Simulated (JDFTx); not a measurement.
The system is Sn.

```
CELL_PARAMETERS angstrom
-1.89465 1.89465 1.89465
1.89465 -1.89465 1.89465
1.89465 1.89465 -1.89465
ATOMIC_POSITIONS crystal
Sn 0.00000 0.00000 0.00000
```

This isn't the form of Sn at room conditions, which is tetragonal (white tin).

| Quantity | Value |
| --- | --- |
| Program | JDFTx 1.7.0 (patched build) |
| Task | single point |
| Functional | PBEsol |
| Potentials or basis | PseudoDojo-SR-PBEsol-0.4.1-standard with smoothed tails |
| Cutoff | 980 eV |
| Density cutoff | 3918 eV |
| k mesh | 10 × 10 × 10 |
| Occupations | fermi-dirac, width 0.05 eV |
| Spin | no spin polarisation |

On this cell: pressure -2.1 GPa; band gap on the k mesh none (metal or under the smearing width).

The same run follows on a disturbed copy (cell strained at random at fixed volume):

```
CELL_PARAMETERS angstrom
-1.87793 1.89840 1.91025
1.89462 -1.86981 1.89834
1.88740 1.87928 -1.88166
ATOMIC_POSITIONS crystal
Sn 0.00960 0.00631 0.99674
```

Problem. What changes?

Solution. The energy (extrapolated to zero smearing) moves by -0.7 meV/atom; pressure -2.1 GPa; band gap on the k mesh none (metal or under the smearing width).

Stress tensor (GPa, compression positive):
```
-2.23  0.17  0.18
 0.17 -2.29  0.17
 0.18  0.17 -1.73
```

Caveats: the empty levels aren't tightly converged (some runs).
